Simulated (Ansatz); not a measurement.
Consider cell relaxations under several functionals of HfO2, space group Fm-3m (the Ansatz DFT code, driven from Python).

The script reads `hfo2.cif`:
```cif
data_HfO2
_cell_length_a 3.616851
_cell_length_b 3.616851
_cell_length_c 3.616851
_cell_angle_alpha 60.00000
_cell_angle_beta 60.00000
_cell_angle_gamma 60.00000
_symmetry_space_group_name_H-M 'P 1'
_symmetry_Int_Tables_number 1
loop_
_symmetry_equiv_pos_as_xyz
'x, y, z'
loop_
_atom_site_label
_atom_site_type_symbol
_atom_site_fract_x
_atom_site_fract_y
_atom_site_fract_z
Hf1 Hf    0.000000    0.000000    0.000000
O2 O    0.250000    0.250000    0.250000
O3 O    0.750000    0.750000    0.750000
```

`hfo2.py`
```python
"""How the lattice of HfO2 depends on the functional."""

from dataclasses import dataclass

import ansatz as az
from ase.io import read
import numpy as np


@dataclass(frozen=True)
class Settings:
    filling: str = "Fixed"
    force_tol: float = 0.02


settings = Settings()

def edges_and_angles(cell):
    cell = np.asarray(cell)
    a, b, c = np.linalg.norm(cell, axis=1)
    cosines = cell[1] @ cell[2] / (b * c), cell[0] @ cell[2] / (a * c), cell[0] @ cell[1] / (a * b)
    return (a, b, c, *np.degrees(np.arccos(cosines)))

atoms = read("hfo2.cif")
xtal = az.Crystal.from_ase(atoms)

setup = (
    xtal.calculation()
    .occupations(settings.filling)
    .kpoints(6)
    .relax(cell=True, force_tolerance=settings.force_tol, max_steps=100)
)

levels = [("r2scan", "d4"), ("pbe", "none"), ("r2scan", "rvv10"), ("pbe", "d3bj")]
print("level            a       b       c    alpha   beta  gamma  V/atom  steps")
for name, dispersion in levels:
    seen = []
    run = setup.functional(name, dispersion=dispersion).session().plan()
    result = run.execute(on_event=lambda e: seen.append(e) if e["event"] == "relax_step" else None)
    cell = result.lattice.cell_ang
    label = name if dispersion == "none" else f"{name}+{dispersion}"
    print("{:13s} {:7.4f} {:7.4f} {:7.4f} {:6.2f} {:6.2f} {:6.2f}".format(label, *edges_and_angles(cell)), f"{abs(np.linalg.det(cell)) / len(result.lattice.sites):7.3f} {len(seen):5d}")
```

Rank the levels of theory by the volume of the relaxed cell.

From smallest to largest: r2SCAN+RVV10 (10.71 Å³ an atom, -3.9 % against the start), r2SCAN+D4 (10.73 Å³ an atom, -3.7 % against the start), PBE+D3BJ (10.88 Å³ an atom, -2.5 % against the start) and PBE (11.04 Å³ an atom, -1.0 % against the start). The spread is 3.0 % in volume.

What the script printed:

`python hfo2.py` gives:
```text
level            a       b       c    alpha   beta  gamma  V/atom  steps
DeckWarning: basis.ecutwfc = 500 eV, auto-derived from the records' recommended cutoffs: set by Hf (their level for a meta-GGA)
r2scan+d4      3.5711  3.5711  3.5711  60.00  60.00  60.00  10.734     5
DeckWarning: basis.ecutwfc = 420 eV, auto-derived from the records' recommended cutoffs: set by Hf (normal level)
pbe            3.6045  3.6045  3.6045  60.00  60.00  60.00  11.039     6
r2scan+rvv10   3.5687  3.5687  3.5687  60.00  60.00  60.00  10.712     5
pbe+d3bj       3.5871  3.5871  3.5871  60.00  60.00  60.00  10.879     7
```
(Warnings from the package without file and line.)

Reading the output:
- The run is spin-unpolarised.
- Forces vanish by symmetry, so the ions can't move, and the end may be a saddle.
- Edges and angles are those of the cell as typed, here a primitive one, not of the conventional cell.
- This is a high-temperature or high-pressure form, not the ambient phase.
- Spin-orbit coupling, which matters for elements this heavy, is left out.
- The structure is a deposited one; some such entries were measured under pressure or heat, so a shift against it needn't be the functional's error alone.
- The whole script took 43 s on 1 thread of Arm Neoverse V1 (shared host), peak memory 0.58 GiB.
